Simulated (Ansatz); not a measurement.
**CH₆OSSi: small, medium and large basis sets**

How large a basis does CH₆OSSi need? Two functionals and correlated methods are run in growing sets.

Program: Ansatz 0.2.0, Gaussian basis. Level of theory: one geometry, several basis sets. These are calculated values, not measurements.

Plan: PBE0-D4/def2-SVP; ωB97M-V/def2-SVP; PBE0-D4/def2-QZVPP; ωB97M-V/def2-QZVPP; CCSD(T)/cc-pV(D+d)Z; CCSD(T)/cc-pV(T+d)Z; CCSD(T)/cc-pV(Q+d)Z; the functionals' def2-TZVPP values are taken from earlier runs.

### Step 1. The relaxed structure

An earlier PBE0-D4 in a triple-zeta def2 set relaxation fixed the geometry.

SMILES `CO[SiH2]S`, 10 atoms, charge 0, spin multiplicity 1.

Atoms are counted from 1 here; the program's logs count them from 0.

Bond lengths: C1–O2 1.410 Å, C1–H5 1.091 Å, C1–H6 1.096 Å, C1–H7 1.096 Å, O2–Si3 1.639 Å, Si3–S4 2.120 Å, Si3–H8 1.488 Å, Si3–H9 1.486 Å, S4–H10 1.344 Å. Angles: O2–C1–H5 108.1°, O2–C1–H6 111.7°, O2–C1–H7 111.3°, H5–C1–H6 108.5°, H5–C1–H7 108.5°, H6–C1–H7 108.6°, C1–O2–Si3 122.6°, O2–Si3–S4 109.8°, O2–Si3–H8 108.6°, O2–Si3–H9 111.9°, S4–Si3–H8 111.4°, S4–Si3–H9 105.1°, H8–Si3–H9 110.0°, Si3–S4–H10 94.3°.

### Step 2. PBE0-D4 in def2-SVP

Contents of in.yaml:

```yaml
crystal:
  periodic: [false, false, false]
  atoms:
    - {symbol: C, position_ang: [0.348551, 1.578102, -0.438084]}
    - {symbol: O, position_ang: [-0.487443, 0.544596, 0.033373]}
    - {symbol: Si, position_ang: [-0.083389, -1.039459, -0.082183]}
    - {symbol: S, position_ang: [-1.466120, -2.215746, 1.012027]}
    - {symbol: H, position_ang: [-0.058127, 2.529005, -0.091002]}
    - {symbol: H, position_ang: [1.371649, 1.477137, -0.056959]}
    - {symbol: H, position_ang: [0.383616, 1.593897, -1.532935]}
    - {symbol: H, position_ang: [1.303040, -1.214805, 0.428119]}
    - {symbol: H, position_ang: [-0.176071, -1.534847, -1.479650]}
    - {symbol: H, position_ang: [-1.052608, -1.769077, 2.210194]}
basis:
  gaussian: {orbitals: def2-SVP}
hamiltonian: {xc: pbe0, dispersion: d4}
output: {orbitals: {seedname: orbitals}}
```

Command:

```bash
> ansatz run in.yaml --threads 2 --pin off --events-out ev --progress --plain --max-ram 22528MiB --backend cpu
```

Output:

```text
Functional definition: PBE0
  name "PBE0"
  cite "Adamo & Barone, J. Chem. Phys. 110, 6158 (1999) doi:10.1063/1.478522"
  cite "Perdew, Burke & Ernzerhof, Phys. Rev. Lett. 77, 3865 (1996) doi:10.1103/PhysRevLett.77.3865"
  parent pbe
  parameter a = 0.25
  parameter kappa = 0.804
  parameter beta = 0.06672455060314922
  exchange = (1 - a)*pbe_x(kappa = kappa, mu = beta*pi^2/3) + a*exact_x
  correlation = pbe_c(beta = beta)
910 factors; integrals over basis functions are off by at most 1.2e-3 eV
mean field evaluation 1: about -21873.6355 eV, gradient 4.1e1 eV
mean field evaluation 2: about -21869.7172 eV, gradient 6.2e1 eV
mean field evaluation 4: about -21877.1034 eV, gradient 2.2e0 eV
mean field evaluation 8: about -21877.2433 eV, gradient 1.4e-1 eV
mean field evaluation 16: about -21877.2434 eV, gradient 2.1e-5 eV
mean field -21877.24339962 eV, -803.9738660080 hartree, gradient 2.1e-5 eV, S^2 0.000000; 0 other end points of the search recorded, 0 dependent functions left out
reference -21877.24342572 eV, -803.9738669669 hartree; 25, 25 occupied and 69, 69 virtual orbitals, 910 factors
Total energy: -21877.41165840 eV, -803.9800494040 hartree
```

Wall time 1.4 s (2 threads of AMD EPYC 7R13, shared host).

### Step 3. ωB97M-V in def2-SVP

Changes to in.yaml since step 2:

```diff
@@ -15,3 +15,3 @@
   gaussian: {orbitals: def2-SVP}
-hamiltonian: {xc: pbe0, dispersion: d4}
+hamiltonian: {xc: {name: wB97M-V}}
 output: {orbitals: {seedname: orbitals}}
```

The command is unchanged.

Output:

```text
Functional definition: wB97M-V
  name "wB97M-V"
  cite "Mardirossian & Head-Gordon, J. Chem. Phys. 144, 214110 (2016) doi:10.1063/1.4952647"
  cite "Becke, J. Chem. Phys. 107, 8554 (1997) doi:10.1063/1.475007"
  cite "Vydrov & Van Voorhis, J. Chem. Phys. 133, 244103 (2010) doi:10.1063/1.3521275"
  # Of w^i u^j: cxij and so on, Table III.
  parameter omega = 0.3/bohr
  parameter cx = 0.15
  parameter cx01 = 1.007
  parameter cx10 = 0.259
  parameter css00 = 0.443
  parameter css04 = -1.437
  parameter css10 = -4.535
  parameter css20 = -3.390
  parameter css43 = 4.278
  parameter cos00 = 1.000
  parameter cos10 = 1.358
  parameter cos20 = 2.924
  parameter cos21 = -8.812
  parameter cos60 = -1.390
  parameter cos61 = 9.142
  parameter b = 6.0
  parameter c = 0.01
  gx(w, u) = 1 - cx + cx01*u + cx10*w
  gss(w, u) = css00 + css04*u^4 + css10*w + css20*w^2 + css43*w^4*u^3
  gos(w, u) = cos00 + cos10*w + (cos20 + cos21*u)*w^2 + (cos60 + cos61*u)*w^6
  exchange = spin_sum(e_x_unif_sr(omega)*gx(b97_w, b97_u_x)) + cx*exact_x_sr(omega) + exact_x_lr(omega)
  correlation = spin_sum(e_c_pw_mod_same_spin*gss(b97_w, b97_u_same))
      + integral(e_c_pw_mod_opposite_spin*gos(b97_w_opposite, b97_u_opposite)) + vv10(b, c)
910 factors; integrals over basis functions are off by at most 1.2e-3 eV
294 factors; integrals over basis functions are off by at most 9.5e-6 eV
mean field evaluation 1: about -21882.4754 eV, gradient 3.6e1 eV
mean field evaluation 2: about -21882.5470 eV, gradient 3.9e1 eV
mean field evaluation 4: about -21885.1448 eV, gradient 1.2e0 eV
mean field evaluation 8: about -21885.2307 eV, gradient 3.8e-2 eV
mean field evaluation 16: about -21885.2307 eV, gradient 5.8e-5 eV
mean field -21885.23068040 eV, -804.2673931627 hartree, gradient 5.8e-5 eV, S^2 0.000000; 0 other end points of the search recorded, 0 dependent functions left out
reference -21885.23072193 eV, -804.2673946886 hartree; 25, 25 occupied and 69, 69 virtual orbitals, 910 factors
Total energy: -21885.23072193 eV, -804.2673946886 hartree
```

Run time: 4.7 s. Hardware: 2 threads of AMD EPYC 7R13, shared host.

### Step 4. PBE0-D4 in def2-QZVPP

Changes to in.yaml since step 3:

```diff
@@ -14,4 +14,4 @@
 basis:
-  gaussian: {orbitals: def2-SVP}
-hamiltonian: {xc: {name: wB97M-V}}
+  gaussian: {orbitals: "def2-QZVPP.json"}
+hamiltonian: {xc: pbe0, dispersion: d4}
 output: {orbitals: {seedname: orbitals}}
```

Command:

```bash
> ansatz run in.yaml --threads 2 --pin off --events-out ev --progress --plain --max-ram 22528MiB --backend cuda --devices 0, --max-vram 18GiB
```

Output:

```text
Functional definition: PBE0
  name "PBE0"
  cite "Adamo & Barone, J. Chem. Phys. 110, 6158 (1999) doi:10.1063/1.478522"
  cite "Perdew, Burke & Ernzerhof, Phys. Rev. Lett. 77, 3865 (1996) doi:10.1103/PhysRevLett.77.3865"
  parent pbe
  parameter a = 0.25
  parameter kappa = 0.804
  parameter beta = 0.06672455060314922
  exchange = (1 - a)*pbe_x(kappa = kappa, mu = beta*pi^2/3) + a*exact_x
  correlation = pbe_c(beta = beta)
1486 factors; their error is unknown
mean field evaluation 1: about -21883.2367 eV, gradient 5.2e1 eV
mean field evaluation 2: about -21876.1944 eV, gradient 8.1e1 eV
mean field evaluation 4: about -21888.4640 eV, gradient 3.5e0 eV
mean field evaluation 8: about -21888.4866 eV, gradient 3.7e-2 eV
mean field evaluation 16: about -21888.5031 eV, gradient 5.3e-5 eV
mean field -21888.50309090 eV, -804.3876520303 hartree, gradient 5.3e-5 eV, S^2 0.000000; 0 other end points of the search recorded, 0 dependent functions left out
reference -21888.50312993 eV, -804.3876534646 hartree; 25, 25 occupied and 409, 409 virtual orbitals, 1486 factors
Total energy: -21888.67136261 eV, -804.3938359017 hartree
```

It took 2.4 s on 1 × H100 (card shared with other runs) with 2 threads of AMD EPYC 7R13, shared host; peak host memory 0.93 GiB.

### Step 5. ωB97M-V in def2-QZVPP

Changes to in.yaml since step 4:

```diff
@@ -15,3 +15,3 @@
   gaussian: {orbitals: "def2-QZVPP.json"}
-hamiltonian: {xc: pbe0, dispersion: d4}
+hamiltonian: {xc: {name: wB97M-V}}
 output: {orbitals: {seedname: orbitals}}
```

Same command.

Output:

```text
Functional definition: wB97M-V
  name "wB97M-V"
  cite "Mardirossian & Head-Gordon, J. Chem. Phys. 144, 214110 (2016) doi:10.1063/1.4952647"
  cite "Becke, J. Chem. Phys. 107, 8554 (1997) doi:10.1063/1.475007"
  cite "Vydrov & Van Voorhis, J. Chem. Phys. 133, 244103 (2010) doi:10.1063/1.3521275"
  # Of w^i u^j: cxij and so on, Table III.
  parameter omega = 0.3/bohr
  parameter cx = 0.15
  parameter cx01 = 1.007
  parameter cx10 = 0.259
  parameter css00 = 0.443
  parameter css04 = -1.437
  parameter css10 = -4.535
  parameter css20 = -3.390
  parameter css43 = 4.278
  parameter cos00 = 1.000
  parameter cos10 = 1.358
  parameter cos20 = 2.924
  parameter cos21 = -8.812
  parameter cos60 = -1.390
  parameter cos61 = 9.142
  parameter b = 6.0
  parameter c = 0.01
  gx(w, u) = 1 - cx + cx01*u + cx10*w
  gss(w, u) = css00 + css04*u^4 + css10*w + css20*w^2 + css43*w^4*u^3
  gos(w, u) = cos00 + cos10*w + (cos20 + cos21*u)*w^2 + (cos60 + cos61*u)*w^6
  exchange = spin_sum(e_x_unif_sr(omega)*gx(b97_w, b97_u_x)) + cx*exact_x_sr(omega) + exact_x_lr(omega)
  correlation = spin_sum(e_c_pw_mod_same_spin*gss(b97_w, b97_u_same))
      + integral(e_c_pw_mod_opposite_spin*gos(b97_w_opposite, b97_u_opposite)) + vv10(b, c)
1438 factors; their error is unknown
352 factors; integrals over basis functions are off by at most 1.6e-5 eV
mean field evaluation 1: about -21892.7720 eV, gradient 4.5e1 eV
mean field evaluation 2: about -21892.4495 eV, gradient 5.0e1 eV
mean field evaluation 4: about -21896.5606 eV, gradient 1.9e0 eV
mean field evaluation 8: about -21896.5747 eV, gradient 9.2e-2 eV
mean field evaluation 16: about -21896.5797 eV, gradient 9.1e-5 eV
mean field -21896.57969998 eV, -804.6844619395 hartree, gradient 3.3e-5 eV, S^2 0.000000; 0 other end points of the search recorded, 0 dependent functions left out
reference -21896.57976257 eV, -804.6844642396 hartree; 25, 25 occupied and 409, 409 virtual orbitals, 1438 factors
Total energy: -21896.57976257 eV, -804.6844642396 hartree
```

Run time: 3.1 s. Hardware: 1 × H100 (card shared with other runs) with 2 threads of AMD EPYC 7R13, shared host; peak host memory 1 GiB.

### Step 6. Density functionals: the series

The def2-TZVPP values come from earlier runs at the same geometry.

| functional | basis | functions | energy (eV) | from the largest (eV) | HOMO (eV) | LUMO (eV) |
| --- | --- | --- | --- | --- | --- | --- |
| PBE0-D4 | def2-SVP | 94 | -21877.4117 | 11.260 | -7.50 | 0.94 |
| PBE0-D4 | def2-TZVPP | 230 | -21887.8757 | 0.796 | -7.64 | 0.40 |
| PBE0-D4 | def2-QZVPP | 434 | -21888.6714 | 0.000 | -7.67 | 0.12 |
| ωB97M-V | def2-SVP | 94 | -21885.2307 | 11.349 | -9.68 | 2.86 |
| ωB97M-V | def2-TZVPP | 230 | -21895.8250 | 0.755 | -9.85 | 2.14 |
| ωB97M-V | def2-QZVPP | 434 | -21896.5798 | 0.000 | -9.89 | 1.56 |

### Step 7. CCSD(T) in cc-pV(D+d)Z

Changes to in.yaml since step 5:

```diff
@@ -14,4 +14,3 @@
 basis:
-  gaussian: {orbitals: "def2-QZVPP.json"}
-hamiltonian: {xc: {name: wB97M-V}}
-output: {orbitals: {seedname: orbitals}}
+  gaussian: {orbitals: "cc-pV(D+d)Z.json"}
+correlation: {method: ccsd_t}
```

Command:

```bash
> ansatz run in.yaml --threads 2 --pin off --events-out ev --progress --plain --max-ram 22528MiB --backend cpu
```

Output:

```text
Functional definition: HF
  name "HF"
  cite "Fock, Z. Phys. 61, 126 (1930) doi:10.1007/BF01340294"
  parent pbe
  exchange = exact_x
  correlation = 0
1002 factors; integrals over basis functions are off by at most 1.3e-3 eV
mean field evaluation 1: about -21841.8215 eV, gradient 3.0e1 eV
mean field evaluation 2: about -21841.9104 eV, gradient 3.0e1 eV
mean field evaluation 4: about -21844.1678 eV, gradient 3.6e0 eV
mean field evaluation 8: about -21844.2120 eV, gradient 2.0e-1 eV
mean field evaluation 16: about -21844.1022 eV, gradient 6.7e-1 eV
mean field -21844.21230578 eV, -802.7599956985 hartree, gradient 9.0e-6 eV, S^2 0.000000; 0 other end points of the search recorded, 0 dependent functions left out
12 core orbitals not correlated: weight in the atoms' cores, before any rotation towards them, 1.000 or more for the frozen orbitals, at most 0.000 for the correlated occupied ones
reference -21844.21230578 eV, -802.7599956985 hartree; 13, 13 occupied and 79, 79 virtual orbitals, 1002 factors
second order -15.30979225 eV of doubles, -0.00000000 eV of singles
cycle   1  -16.22282705 eV  change   -9.1e-1 eV  update   9.2e-2
cycle   2  -16.68066817 eV  change   -4.6e-1 eV  update   2.7e-2
cycle   3  -16.77355001 eV  change   -9.3e-2 eV  update   1.3e-2
cycle   4  -16.77010182 eV  change    3.4e-3 eV  update   2.8e-3
cycle   5  -16.76976542 eV  change    3.4e-4 eV  update   1.0e-3
cycle   6  -16.76971060 eV  change    5.5e-5 eV  update   3.2e-4
cycle   7  -16.76955444 eV  change    1.6e-4 eV  update   1.1e-4
cycle   8  -16.76956000 eV  change   -5.6e-6 eV  update   3.3e-5
cycle   9  -16.76956462 eV  change   -4.6e-6 eV  update   1.1e-5
perturbative correction -0.43430607 eV, -0.0159604536 hartree
Total energy: -21861.41617647 eV, -803.3922262850 hartree
```

Wall time 6 s (2 threads of AMD EPYC 7R13, shared host).

### Step 8. CCSD(T) in cc-pV(T+d)Z

Changes to in.yaml since step 7:

```diff
@@ -14,3 +14,4 @@
 basis:
-  gaussian: {orbitals: "cc-pV(D+d)Z.json"}
+  gaussian: {orbitals: "cc-pV(T+d)Z.json"}
 correlation: {method: ccsd_t}
+output: {orbitals: {seedname: orbitals}}
```

Command:

```bash
> ansatz run in.yaml --threads 2 --pin off --events-out ev --progress --plain --max-ram 22528MiB --backend cuda --devices 0, --max-vram 18GiB
```

Output:

```text
Functional definition: HF
  name "HF"
  cite "Fock, Z. Phys. 61, 126 (1930) doi:10.1007/BF01340294"
  parent pbe
  exchange = exact_x
  correlation = 0
1275 factors; integrals over basis functions are off by at most 1.2e-3 eV
mean field evaluation 1: about -21843.2698 eV, gradient 3.3e1 eV
mean field evaluation 2: about -21843.5274 eV, gradient 3.3e1 eV
mean field evaluation 4: about -21846.1415 eV, gradient 4.0e0 eV
mean field evaluation 8: about -21846.1983 eV, gradient 2.7e-1 eV
mean field evaluation 16: about -21843.2710 eV, gradient 3.3e1 eV
mean field -21846.19879045 eV, -802.8329976638 hartree, gradient 3.7e-6 eV, S^2 0.000000; 0 other end points of the search recorded, 0 dependent functions left out
12 core orbitals not correlated: weight in the atoms' cores, before any rotation towards them, 1.000 or more for the frozen orbitals, at most 0.000 for the correlated occupied ones
reference -21846.19879045 eV, -802.8329976638 hartree; 13, 13 occupied and 197, 197 virtual orbitals, 1275 factors
second order -19.45015252 eV of doubles, -0.00000000 eV of singles
cycle   1  -20.14981711 eV  change   -7.0e-1 eV  update   9.5e-2
cycle   2  -20.66434780 eV  change   -5.1e-1 eV  update   2.8e-2
cycle   3  -20.76217066 eV  change   -9.8e-2 eV  update   1.3e-2
cycle   4  -20.75324788 eV  change    8.9e-3 eV  update   2.9e-3
cycle   5  -20.75263599 eV  change    6.1e-4 eV  update   1.3e-3
cycle   6  -20.75271930 eV  change   -8.3e-5 eV  update   3.6e-4
cycle   7  -20.75248969 eV  change    2.3e-4 eV  update   1.3e-4
cycle   8  -20.75249835 eV  change   -8.7e-6 eV  update   4.1e-5
cycle   9  -20.75251024 eV  change   -1.2e-5 eV  update   1.4e-5
perturbative correction -0.79940471 eV, -0.0293775812 hartree
Total energy: -21867.75070540 eV, -803.6250159298 hartree
```

Wall time 2.3 s (1 × H100 (card shared with other runs) with 2 threads of AMD EPYC 7R13, shared host); peak host memory 0.82 GiB.

### Step 9. CCSD(T) in cc-pV(Q+d)Z

Changes to in.yaml since step 8:

```diff
@@ -14,4 +14,3 @@
 basis:
-  gaussian: {orbitals: "cc-pV(T+d)Z.json"}
+  gaussian: {orbitals: "cc-pV(Q+d)Z.json"}
 correlation: {method: ccsd_t}
-output: {orbitals: {seedname: orbitals}}
```

Same command.

Output:

```text
Functional definition: HF
  name "HF"
  cite "Fock, Z. Phys. 61, 126 (1930) doi:10.1007/BF01340294"
  parent pbe
  exchange = exact_x
  correlation = 0
2468 factors; integrals over basis functions are off by at most 1.0e-3 eV
mean field evaluation 1: about -21843.6318 eV, gradient 3.4e1 eV
mean field evaluation 2: about -21843.8055 eV, gradient 3.4e1 eV
mean field evaluation 4: about -21846.5890 eV, gradient 4.1e0 eV
mean field evaluation 8: about -21846.6493 eV, gradient 2.8e-1 eV
mean field evaluation 16: about -21846.6498 eV, gradient 2.8e-6 eV
mean field -21846.64977550 eV, -802.8495710584 hartree, gradient 2.8e-6 eV, S^2 0.000000; 0 other end points of the search recorded, 0 dependent functions left out
12 core orbitals not correlated: weight in the atoms' cores, before any rotation towards them, 1.000 or more for the frozen orbitals, at most 0.000 for the correlated occupied ones
reference -21846.64977550 eV, -802.8495710584 hartree; 13, 13 occupied and 393, 393 virtual orbitals, 2468 factors
second order -20.95704475 eV of doubles, -0.00000000 eV of singles
cycle   1  -21.43636034 eV  change   -4.8e-1 eV  update   9.5e-2
cycle   2  -21.96135315 eV  change   -5.2e-1 eV  update   2.8e-2
cycle   3  -22.06381552 eV  change   -1.0e-1 eV  update   1.4e-2
cycle   4  -22.05320310 eV  change    1.1e-2 eV  update   3.0e-3
cycle   5  -22.05203713 eV  change    1.2e-3 eV  update   1.3e-3
cycle   6  -22.05224107 eV  change   -2.0e-4 eV  update   3.7e-4
cycle   7  -22.05197920 eV  change    2.6e-4 eV  update   1.4e-4
cycle   8  -22.05195659 eV  change    2.3e-5 eV  update   4.5e-5
cycle   9  -22.05198011 eV  change   -2.4e-5 eV  update   1.7e-5
perturbative correction -0.90745407 eV, -0.0333483221 hartree
Total energy: -21869.60920968 eV, -803.6933147022 hartree
```

It took 14 s on 1 × H100 (card shared with other runs) with 2 threads of AMD EPYC 7R13, shared host; peak host memory 2.1 GiB.

The pieces so far (eV):

| basis | HF | MP2 correlation | CCSD correlation | (T) | total |
| --- | --- | --- | --- | --- | --- |
| cc-pV(D+d)Z | -21844.2123 | -15.3098 | -16.7696 | -0.4343 | -21861.4162 |
| cc-pV(T+d)Z | -21846.1988 | -19.4502 | -20.7525 | -0.7994 | -21867.7507 |
| cc-pV(Q+d)Z | -21846.6498 | -20.9570 | -22.0520 | -0.9075 | -21869.6092 |

### Step 10. The basis-set limit

This step is arithmetic on the last runs, with X = 3 and 4: exp(−5.46√X) for Hartree-Fock, X^−3.05 for correlation.

| level | energy at the limit (eV) |
| --- | --- |
| HF | -21846.7857 |
| MP2 | -21868.8154 |
| CCSD | -21869.7627 |
| CCSD(T) | -21870.7471 |

| basis | HF above its limit (eV) | share of the MP2 correlation limit (%) |
| --- | --- | --- |
| cc-pV(D+d)Z | 2.573 | 69.5 |
| cc-pV(T+d)Z | 0.587 | 88.3 |
| cc-pV(Q+d)Z | 0.136 | 95.1 |

### Step 11. Results

| quantity | value |
| --- | --- |
| MP2 correlation recovered, cc-pV(D+d)Z | 69.5 % |
| MP2 correlation recovered, cc-pV(T+d)Z | 88.3 % |
| MP2 correlation recovered, cc-pV(Q+d)Z | 95.1 % |
| CCSD(T) limit from def2 sets (earlier runs) less the limit of this series | -67 meV |
| PBE0-D4: double and triple zeta above quadruple | 11.26, 0.80 eV |
| ωB97M-V: double and triple zeta above quadruple | 11.35, 0.75 eV |

What this shows: PBE0-D4 gains 10.46 eV from double to triple zeta, then 0.80 eV more. In cc-pV(D+d)Z MP2 holds 69 % of its limit, in cc-pV(Q+d)Z 95 %, while Hartree-Fock is within 0.136 eV in the largest set. A limit from the def2 sets, made apart, differs by 67 meV, a least measure of the doubt on such a limit. Total energies overstate the basis error of differences, where much of it tends to cancel. The LUMO of ωB97M-V is positive and keeps falling with the basis (2.86 to 1.56 eV): an unbound level that the basis holds in place.
